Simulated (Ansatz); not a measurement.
B2H4OS, SMILES OBBS, a short molecular-dynamics run

Program: the Python package of Ansatz (0.2.0).

Notebook, run cell by cell (the value of a cell's last expression is shown):

In [1]:
```python
import ansatz as az
import numpy as np
```

In [2]:
```python
system = (
    az.Crystal.molecule()
    .atom("O", (-1.9033, -0.2162, 0.7944))
    .atom("B", (-0.9009, -0.0654, -0.2224))
    .atom("B", (0.5443, 0.5769, 0.1733))
    .atom("S", (2.0062, 0.7328, -1.1135))
    .atom("H", (-1.8271, -1.0776, 1.1621))
    .atom("H", (-1.0997, -0.4015, -1.3313))
    .atom("H", (0.8059, 0.9369, 1.2979))
    .atom("H", (2.4668, -0.543, -0.8162))
)
```

In [3]:
```python
setup = (
    system.calculation()
    .basis(gaussian="6-31G")
    .functional("b3lyp", dispersion="d4")
    .md("nve", timestep=1.0, steps=20, temperature=800, initial_velocities="maxwell_boltzmann", seed=52)
)
frames = []
setup.session().plan().execute(on_event=lambda e: frames.append(e["data"]) if e["event"] == "md_step" else None)
print("t (fs)   E_pot (eV)      E_kin (eV)   T (K)   d(0-1) (A)")
for f in frames[::2]:
    xyz = np.array(f["positions_ang"])
    print(f"{f['time_fs']:6.2f} {f['lagrangian_ev']:14.5f} {f['e_kin_ev']:10.5f} {f['temperature_k']:8.1f} {np.linalg.norm(xyz[0] - xyz[1]):9.4f}")
kept = np.array([f["conserved_ev"] for f in frames])
print(f"conserved energy moves by at most {1000 * np.ptp(kept):.3f} meV")
```
```text
t (fs)   E_pot (eV)      E_kin (eV)   T (K)   d(0-1) (A)
  0.00   -14297.86458    0.62045    800.0    1.4358
  2.00   -14297.77268    0.52813    681.0    1.4420
  4.00   -14297.71076    0.47135    607.7    1.4391
  6.00   -14297.90798    0.66068    851.9    1.4289
  8.00   -14298.04046    0.80163   1033.6    1.4126
 10.00   -14298.36990    1.12025   1444.4    1.3907
 12.00   -14298.56547    1.31754   1698.8    1.3693
 14.00   -14298.65897    1.41475   1824.2    1.3566
 16.00   -14298.83731    1.58767   2047.1    1.3559
 18.00   -14298.84340    1.59905   2061.8    1.3667
 20.00   -14298.73523    1.48684   1917.1    1.3874
conserved energy moves by at most 12.893 meV
```

What to keep in mind:
- Total energies depend on the basis set; only differences at equal settings carry meaning.
- The trajectory is only some femtoseconds long, so its temperature is not equilibrated; where the script doesn't relax first, it starts from a rough generated geometry.
- b3lyp holds the VWN-RPA fit, as in Gaussian; the form of ORCA and Turbomole is b3lyp5.
- The temperature counts the internal degrees of freedom alone.
- With hydrogen a step over 0.5 fs is long.
- Wall time of the script: 43 s on 1 thread of Arm Neoverse V1, with other jobs on the host, peak memory 0.18 GiB.

(Lines on the test bed's own set-up are left out of the output.)
